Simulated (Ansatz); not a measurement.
# H₈N₂O₂Si₂: up Jacob's ladder to CCSD(T)

The task here is to estimate one member of a computed series from the others.

Method: functionals in def2-TZVPP, the program's frozen cores in correlated methods; program: Ansatz 0.2.0, Gaussian basis.

Levels to be run: PBE-D4, r2SCAN-D4, PBE0-D4, B3LYP-D4, ωB97X-V, ωB97M-V, B2PLYP; CCSD(T)/def2-TZVPP; MP2/def2-QZVPP; extrapolation to the limit.

## The relaxed structure

All runs share one geometry, relaxed beforehand with PBE0-D4 in a triple-zeta def2 set.

SMILES `N[Si](N)(O)O[SiH3]`, 14 atoms, charge 0, spin multiplicity 1.

Atoms are counted from 1 here; the program's logs count them from 0.

Bond lengths: N1–Si2 1.691 Å, N1–H7 1.004 Å, N1–H8 1.005 Å, Si2–N3 1.703 Å, Si2–O4 1.640 Å, Si2–O5 1.645 Å, N3–H9 1.007 Å, N3–H10 1.007 Å, O4–H11 0.958 Å, O5–Si6 1.633 Å, Si6–H12 1.488 Å, Si6–H13 1.484 Å, Si6–H14 1.488 Å. Angles: Si2–N1–H7 122.4°, Si2–N1–H8 121.8°, H7–N1–H8 113.3°, N1–Si2–N3 106.6°, N1–Si2–O4 104.1°, N1–Si2–O5 118.1°, N3–Si2–O4 119.2°, N3–Si2–O5 104.7°, O4–Si2–O5 104.9°, Si2–N3–H9 120.6°, Si2–N3–H10 120.1°, H9–N3–H10 111.5°, Si2–O4–H11 115.6°, Si2–O5–Si6 139.7°, O5–Si6–H12 111.1°, O5–Si6–H13 108.4°, O5–Si6–H14 110.4°, H12–Si6–H13 109.3° and more.

The first run:

in.yaml reads:

```yaml
crystal:
  periodic: [false, false, false]
  atoms:
    - {symbol: N, position_ang: [1.912778, -0.563057, -0.315773]}
    - {symbol: Si, position_ang: [0.512406, 0.342592, -0.596970]}
    - {symbol: N, position_ang: [-0.449605, -0.566568, -1.669233]}
    - {symbol: O, position_ang: [1.073809, 1.809064, -1.071669]}
    - {symbol: O, position_ang: [-0.473666, 0.659702, 0.681126]}
    - {symbol: Si, position_ang: [-1.359543, -0.137722, 1.797478]}
    - {symbol: H, position_ang: [1.891642, -1.557001, -0.173558]}
    - {symbol: H, position_ang: [2.765882, -0.135173, -0.001824]}
    - {symbol: H, position_ang: [-1.436451, -0.386003, -1.750382]}
    - {symbol: H, position_ang: [-0.062838, -0.898999, -2.537104]}
    - {symbol: H, position_ang: [0.543768, 2.561092, -0.805881]}
    - {symbol: H, position_ang: [-0.642503, -1.346273, 2.285421]}
    - {symbol: H, position_ang: [-1.611139, 0.777907, 2.938504]}
    - {symbol: H, position_ang: [-2.664539, -0.559562, 1.219876]}
basis:
  gaussian: {orbitals: def2-TZVPP}
hamiltonian: {xc: pbe, dispersion: d4}
output: {forces: true, orbitals: {seedname: orbitals}}
```

The run is started by

```sh
$ ansatz run in.yaml --threads 2 --pin off --events-out ev --progress --plain --max-ram 22528MiB --backend cuda --devices 0, --max-vram 18GiB
```

Among the steps run: PBE-D4 (GGA); r2SCAN-D4 (meta-GGA); PBE0-D4 (hybrid); B3LYP-D4 (hybrid); ωB97X-V (range-separated); ωB97M-V (range-separated); B2PLYP (double hybrid); CCSD(T) in def2-TZVPP; MP2 in def2-QZVPP.

One table of the session follows, with a row left open; its other results are not shown here.

It belongs to the step «Atomisation energies». 

| method | atomisation energy (kJ/mol) |
| --- | --- |
| PBE-D4 | 5230.8 |
| r2SCAN-D4 | 5181.0 |
| PBE0-D4 | 5137.2 |
| B3LYP-D4 | 5203.2 |
| ωB97X-V | 5229.3 |
| ωB97M-V | 5228.0 |
| B2PLYP | ? |
| HF/def2-TZVPP | 3672.5 |
| MP2/def2-TZVPP | 5139.1 |
| CCSD/def2-TZVPP | 4981.4 |
| CCSD(T)/def2-TZVPP | 5052.4 |
| MP2/CBS | 5313.9 |
| CCSD(T)/CBS | 5227.1 |

Estimate the missing values for B2PLYP.

As computed: atomisation energy (kJ/mol): 5144.8. In the column «atomisation energy (kJ/mol)» it lies between MP2/def2-TZVPP (5139.1) and r2SCAN-D4 (5181.0).

To keep in mind: Free atoms (2 N, 2 Si, 2 O, 8 H) were run apart at each level; the atomisation energy is their sum less the molecule, without zero-point or spin-orbit terms.
